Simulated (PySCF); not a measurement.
# C2H3IO: NMR shieldings

What do calculations give for the NMR shieldings of C2H3IO (`CC(=O)I`)?

Programs: PySCF 2.14.0, with routines of our own; each step states its level. All values are computed. Atoms count from 0.

### 1 The system as given

7 atoms, charge 0, multiplicity 1; geometry from: GFN2-xTB.

### 2 Optimising the geometry at PBE0-D3(BJ)/def2-SVP

The job: settings as JSON, then the geometry in Å.

```
{"job": {"xc": "PBE0", "basis": "def2-SVP", "d3": "d3bj", "grid": 1, "maxiter": 30, "shake": 0.01, "kind": "geom"}, "charge": 0, "multiplicity": 1}
C     -0.685120    -0.133870     0.069040
C      0.649370     0.437780    -0.130100
O      0.970320     1.547320    -0.355920
I      2.216950    -1.112300     0.037720
H     -1.444930     0.682140    -0.037030
H     -0.782620    -0.568150     1.044810
H     -0.890030    -0.882020    -0.678440
```

Launch:

```
OMP_NUM_THREADS=1 python heavy_run.py task.json out
```

One launch serves the whole session: the jobs run in the order shown.

The log of the run:

```text
step   0  E = -450.67164190  max force = 0.028079
step   1  E = -450.67353215  max force = 0.003044
step   2  E = -450.67356362  max force = 0.001260
step   3  E = -450.67356751  max force = 0.000751
step   4  E = -450.67357295  max force = 0.000090
optimisation converged
```

Wall time 16 s (1 thread of Arm Neoverse V1, shared host); peak memory 0.36 GiB.

Step by step:

```csv
step,energy from step 0 (eV),largest force component (eV/Å)
0,0.0000,1.4439
1,-0.0514,0.1565
2,-0.0523,0.0648
3,-0.0524,0.0386
4,-0.0525,0.0046
```

Close pairs (by a distance rule), those that changed most:

```csv
bond,before (Å),after (Å),change (Å)
C0–C1,1.465,1.494,+0.029
C0–H5,1.072,1.099,+0.027
C0–H6,1.077,1.099,+0.022
C0–H4,1.120,1.099,-0.021
C1–I3,2.211,2.219,+0.008
C1–O2,1.177,1.177,-0.000
```

The end geometry stands in the next job.

```csv
at the end point,value
point group (found at 0.08 Å tolerance),Cs
"rotational constants (GHz, main isotopes)","10.177, 2.190, 1.823"
dipole moment (D),2.81
```

### 3 NMR shieldings: PBE0/pcSseg-1 I:us-x2c-TZVPall-2c, spin–orbit

The job: settings as JSON, then the geometry in Å.

```
{"job": {"kind": "hnmr", "xc": "PBE0", "basis": {"default": "pcSseg-1", "I": "us-x2c-TZVPall-2c"}, "rel": "so"}, "charge": 0, "multiplicity": 1}
C     -0.635125    -0.223125     0.044261
C      0.740886     0.323890    -0.154207
O      1.054011     1.428226    -0.413049
I      2.294241    -1.241788     0.091109
H     -1.364187     0.591456    -0.066315
H     -0.708366    -0.681369     1.040513
H     -0.821038    -1.014258    -0.696266
```

With the program's defaults for keys left out, this is: PBE0/pcSseg-1 I:us-x2c-TZVPall-2c GIAO NMR shielding, X2C with spin-orbit coupling, screened-nuclear two-electron part, Gaussian nuclei, gas phase.

The log of the run:

```text
spin-free SCF
coarse grid: 30984 points
cycle   1  E = -7268.3004136201  dE =  1.505e-01  |g| = 7.879e-01  |ddm| = 9.219e+00
cycle   2  E = -7267.7604242488  dE =  5.400e-01  |g| = 1.859e+00  |ddm| = 1.730e+00
cycle   3  E = -7268.4113639281  dE = -6.509e-01  |g| = 1.758e-01  |ddm| = 1.395e+00
cycle   4  E = -7268.4163405016  dE = -4.977e-03  |g| = 1.238e-01  |ddm| = 3.481e-01
cycle   5  E = -7268.4193703146  dE = -3.030e-03  |g| = 2.568e-02  |ddm| = 1.225e-01
cycle   6  E = -7268.4194778764  dE = -1.076e-04  |g| = 7.935e-03  |ddm| = 2.299e-02
cycle   7  E = -7268.4194942984  dE = -1.642e-05  |g| = 1.131e-03  |ddm| = 1.093e-02
cycle   8  E = -7268.4194945649  dE = -2.665e-07  |g| = 5.992e-04  |ddm| = 1.937e-03
final grid: 63784 points
cycle   9  E = -7268.4176203175  dE = -7.192e-07  |g| = 1.309e-03  |ddm| = 1.166e-03
cycle  10  E = -7268.4176202778  dE =  3.971e-08  |g| = 8.004e-04  |ddm| = 9.966e-04
cycle  11  E = -7268.4176203413  dE = -6.348e-08  |g| = 5.233e-04  |ddm| = 8.338e-04
cycle  12  E = -7268.4176203794  dE = -3.815e-08  |g| = 2.351e-04  |ddm| = 4.052e-04
cycle  13  E = -7268.4176203894  dE = -1.004e-08  |g| = 1.712e-05  |ddm| = 1.592e-04
cycle  14  E = -7268.4176203895  dE = -4.093e-11  |g| = 2.698e-06  |ddm| = 1.808e-05
converged SCF energy = -7268.4176203895
two-component SCF
cycle   1  E = -7267.4845842221  dE = -7.267e+03  |FDS-SDF| = 5.761e+01
cycle   2  E = -7269.6388025276  dE = -2.154e+00  |FDS-SDF| = 3.945e-01
cycle   3  E = -7269.6396529478  dE = -8.504e-04  |FDS-SDF| = 1.303e-02
cycle   4  E = -7269.6397218131  dE = -6.887e-05  |FDS-SDF| = 6.193e-03
cycle   5  E = -7269.6397340379  dE = -1.222e-05  |FDS-SDF| = 2.667e-03
cycle   6  E = -7269.6397390764  dE = -5.039e-06  |FDS-SDF| = 1.891e-03
cycle   7  E = -7269.6397404440  dE = -1.368e-06  |FDS-SDF| = 7.125e-04
cycle   8  E = -7269.6397406078  dE = -1.638e-07  |FDS-SDF| = 2.223e-04
cycle   9  E = -7269.6397406225  dE = -1.473e-08  |FDS-SDF| = 6.719e-05
converged, E = -7269.6397406225

Field gradients (au) and densities at the nuclei (bohr^-3)
atom        Vxx        Vyy        Vzz        centre      nuclear mean
  0 C     -0.0551    -0.1009     0.1560        114.465        114.465
  1 C      0.0337     0.4289    -0.4626        114.767        114.767
  2 O      0.3032     1.1441    -1.4472        282.740        282.739
  3 I     -3.9973    -5.7935     9.7908     227678.027     225621.586
  4 H     -0.1394    -0.1490     0.2885          0.374          0.374
  5 H     -0.1376    -0.1510     0.2886          0.371          0.371
  6 H     -0.1374    -0.1508     0.2881          0.371          0.371
without picture change
  3 I                           10.6609                    483793.932

Core orbital energies (eV)
atom   shell        mean    spread
  3 I  1s       -33018.173   0.000
  3 I  2s        -5125.899   0.000
  3 I  3s        -1044.980   0.000
  3 I  4s         -187.459   0.000
  3 I  5s          -19.182   0.000
  3 I  2p1/2     -4805.760   0.000
  3 I  2p3/2     -4507.641   0.028
  3 I  3p1/2      -912.483   0.000
  3 I  3p3/2      -855.821   0.075
  3 I  4p1/2      -140.683   0.000
  3 I  4p3/2      -129.600   0.164
  3 I  3d3/2      -623.000   0.076
  3 I  3d5/2      -611.279   0.099
  3 I  4d3/2       -53.865   0.210
  3 I  4d5/2       -52.122   0.279

Shielding tensors (ppm)
atom      isotropic    diamagn.    paramagn.     s11        s22        s33       span
  0 C       135.94      251.14     -115.20     105.57     107.79     194.47      88.90
  1 C        26.33      247.18     -220.85     -98.64      67.22     110.42     209.06
  2 O      -345.26      398.01     -743.27    -806.48    -380.11     150.80     957.28
  3 I      4184.55     5094.94     -910.40    2958.19    3338.78    6256.67    3298.48
  4 H        28.46       28.85       -0.39      23.94      25.92      35.51      11.57
  5 H        28.34       28.37       -0.03      24.83      28.26      31.94       7.12
  6 H        28.37       28.28        0.09      25.01      28.15      31.95       6.94
```

It took 82 s on 1 thread of Arm Neoverse V1, shared host; peak memory 1 GiB.

Key values:

```csv
quantity,value
energy from spin-orbit coupling,-1.2221 Eh
```

The fields below are evaluated on a grid from the run's orbitals.

Frontier orbitals at PBE0/us-x2c-TZVPall-2c+pcSseg-1, with the share of their density that lies nearest to each atom:

```csv
orbital,energy (eV),lies on
HOMO,-7.27,I3 89 %
LUMO,-1.23,C1 50 %; O2 31 %; I3 7 %
```

ELF in a plane through or near 5 of the atoms.

Ten even steps from ' ' (0.00) to '@' (1.00):
```
                                                        
                                                        
            ....::....                                  
          ..--++++++==--                                
        ::==**##%%%%##++..                              
      ::==******##%%%%##::                              
    ::==**++::--::==##**..    ......                    
  ..==****--**::++--++++    --++++==..                  
  ::++####==**--**--++==....==++**++::..                
  ::**##%%##----::--####**##==::::==++==..              
    ==**##%%##**==++##::==**%%==**@@@@@@%%--            
    ..--++++--..  ::++--  --++==@@@@@@@@@@++            
        ....    ..==##%%%%**..  **@@@@@@%%::            
                **%%##==**%%--    ==%%%%::              
              ..##%%@@##%%%%**::                        
              ..==**##%%%%##++::                        
                ..::--------..                          
                                                        
                                                        
                                                        
```
The map spans 9.8 Å across and 8.5 Å up, centred on the molecule. Atoms in the plane (x, y in Å): C0 (0.7, 0.2), C1 (-0.6, -0.5), O2 (-0.9, -1.6), I3 (-2.3, 1.0), H4 (1.5, -0.6).

On the surface of density 0.002 e/bohr³ the electrostatic potential runs, from the 1st to the 99th percentile, from -1.10 V near O2 to 1.32 V near H6.

### 4 NMR shieldings: PBE0/pcSseg-1 I:us-x2c-TZVPall-2c, spin-free

The job, as its differences from that of step 3:

```diff
@@ -1,2 +1,2 @@
-{"job": {"kind": "hnmr", "xc": "PBE0", "basis": {"default": "pcSseg-1", "I": "us-x2c-TZVPall-2c"}, "rel": "so"}, "charge": 0, "multiplicity": 1}
+{"job": {"kind": "hnmr", "xc": "PBE0", "basis": {"default": "pcSseg-1", "I": "us-x2c-TZVPall-2c"}, "rel": "sf"}, "charge": 0, "multiplicity": 1}
 C     -0.635125    -0.223125     0.044261
```

Method: PBE0/pcSseg-1 I:us-x2c-TZVPall-2c GIAO NMR shielding, spin-free X2C, Gaussian nuclei, gas phase.

The log of the run:

```text
spin-free SCF
coarse grid: 30984 points
cycle   1  E = -7268.3004136201  dE =  1.505e-01  |g| = 7.879e-01  |ddm| = 9.219e+00
cycle   2  E = -7267.7604242488  dE =  5.400e-01  |g| = 1.859e+00  |ddm| = 1.730e+00
cycle   3  E = -7268.4113639281  dE = -6.509e-01  |g| = 1.758e-01  |ddm| = 1.395e+00
cycle   4  E = -7268.4163405016  dE = -4.977e-03  |g| = 1.238e-01  |ddm| = 3.481e-01
cycle   5  E = -7268.4193703146  dE = -3.030e-03  |g| = 2.568e-02  |ddm| = 1.225e-01
cycle   6  E = -7268.4194778764  dE = -1.076e-04  |g| = 7.935e-03  |ddm| = 2.299e-02
cycle   7  E = -7268.4194942984  dE = -1.642e-05  |g| = 1.131e-03  |ddm| = 1.093e-02
cycle   8  E = -7268.4194945649  dE = -2.665e-07  |g| = 5.992e-04  |ddm| = 1.937e-03
final grid: 63784 points
cycle   9  E = -7268.4176203175  dE = -7.192e-07  |g| = 1.309e-03  |ddm| = 1.166e-03
cycle  10  E = -7268.4176202778  dE =  3.971e-08  |g| = 8.004e-04  |ddm| = 9.966e-04
cycle  11  E = -7268.4176203413  dE = -6.348e-08  |g| = 5.233e-04  |ddm| = 8.338e-04
cycle  12  E = -7268.4176203794  dE = -3.815e-08  |g| = 2.351e-04  |ddm| = 4.052e-04
cycle  13  E = -7268.4176203894  dE = -1.004e-08  |g| = 1.712e-05  |ddm| = 1.592e-04
cycle  14  E = -7268.4176203895  dE = -4.093e-11  |g| = 2.698e-06  |ddm| = 1.808e-05
converged SCF energy = -7268.4176203895
check of the scalar solution
cycle   1  E = -7268.4176203895  dE = -7.268e+03  |FDS-SDF| = 6.469e+00
cycle   2  E = -7268.4194912497  dE = -1.871e-03  |FDS-SDF| = 4.867e-03
cycle   3  E = -7268.4194912513  dE = -1.589e-09  |FDS-SDF| = 1.197e-04
cycle   4  E = -7268.4194912515  dE = -1.182e-10  |FDS-SDF| = 7.372e-05
converged, E = -7268.4194912515

Field gradients (au) and densities at the nuclei (bohr^-3)
atom        Vxx        Vyy        Vzz        centre      nuclear mean
  0 C     -0.0561    -0.1017     0.1577        114.465        114.465
  1 C      0.0386     0.4270    -0.4656        114.766        114.766
  2 O      0.3033     1.1430    -1.4463        282.741        282.741
  3 I     -4.0281    -5.8379     9.8659     227511.295     225454.853
  4 H     -0.1393    -0.1491     0.2884          0.374          0.374
  5 H     -0.1375    -0.1510     0.2885          0.371          0.371
  6 H     -0.1373    -0.1508     0.2881          0.371          0.371
without picture change
  3 I                           10.7950                    483814.811

Core orbital energies (eV)
atom   shell        mean    spread
  3 I  1s       -33020.288   0.000
  3 I  2s        -5126.330   0.000
  3 I  3s        -1045.092   0.000
  3 I  4s         -187.491   0.000
  3 I  5s          -19.187   0.000
  3 I  2p        -4602.988   0.044
  3 I  3p         -874.003   0.119
  3 I  4p         -133.162   0.262
  3 I  3d         -616.016   0.111
  3 I  4d          -52.834   0.316

Shielding tensors (ppm)
atom      isotropic    diamagn.    paramagn.     s11        s22        s33       span
  0 C       138.38      250.84     -112.46     106.12     114.51     194.49      88.37
  1 C       -13.54      246.96     -260.50    -102.94      23.39      38.93     141.86
  2 O      -348.54      397.57     -746.12    -793.95    -395.94     144.25     938.20
  3 I      2806.75     5559.69    -2752.93    1247.17    1776.55    5396.54    4149.37
  4 H        28.94       28.88        0.06      25.25      25.76      35.82      10.57
  5 H        28.18       28.36       -0.18      24.70      28.26      31.59       6.90
  6 H        28.16       28.27       -0.10      24.79      28.12      31.58       6.79
```

Wall time 24 s (1 thread of Arm Neoverse V1, shared host); peak memory 0.92 GiB.

### 5 Shieldings side by side

```csv
run,I3,C1,O2,C0,H4,H6,H5,time
"step 3, PBE0/pcSseg-1 I:us-x2c-TZVPall-2c, spin–orbit",4184.5,26.3,-345.3,135.9,28.5,28.4,28.3,82 s
"step 4, PBE0/pcSseg-1 I:us-x2c-TZVPall-2c, spin-free",2806.8,-13.5,-348.5,138.4,28.9,28.2,28.2,24 s
```

### 6 What came out

```
                                                                               quantity                                         value
                                                                            point group                                            Cs
                                                   rotational constants (main isotopes)                         10.18, 2.19, 1.82 GHz
energy from spin-orbit coupling (step 3, PBE0/pcSseg-1 I:us-x2c-TZVPall-2c, spin–orbit)                                    -1.2221 Eh
                     shieldings (step 3, PBE0/pcSseg-1 I:us-x2c-TZVPall-2c, spin–orbit)   C0 135.9, C1 26.3, O2 -345.3, I3 4184.5 ppm
                                                  surface potential, 1st and 99th percentile                            -1.10 V and 1.32 V
                      shieldings (step 4, PBE0/pcSseg-1 I:us-x2c-TZVPall-2c, spin-free)  C0 138.4, C1 -13.5, O2 -348.5, I3 2806.8 ppm
```

The optimisation took 4 steps and gained 0.053 eV; among the close pairs (by a distance rule), C0–C1 changed most, from 1.465 to 1.494 Å. A contracted two-component basis is stiff near heavy nuclei, so the absolute shieldings of the heavy atoms from it are rough. In step 3, I3 has the widest tensor, 3298 ppm. At PBE0/us-x2c-TZVPall-2c+pcSseg-1, counted by nearest atom on the grid, the HOMO lies on I3 89 %, the LUMO on C1 50 %; O2 31 %. I3 moves most between the runs, by 1378 ppm; the labels say what changes from run to run.
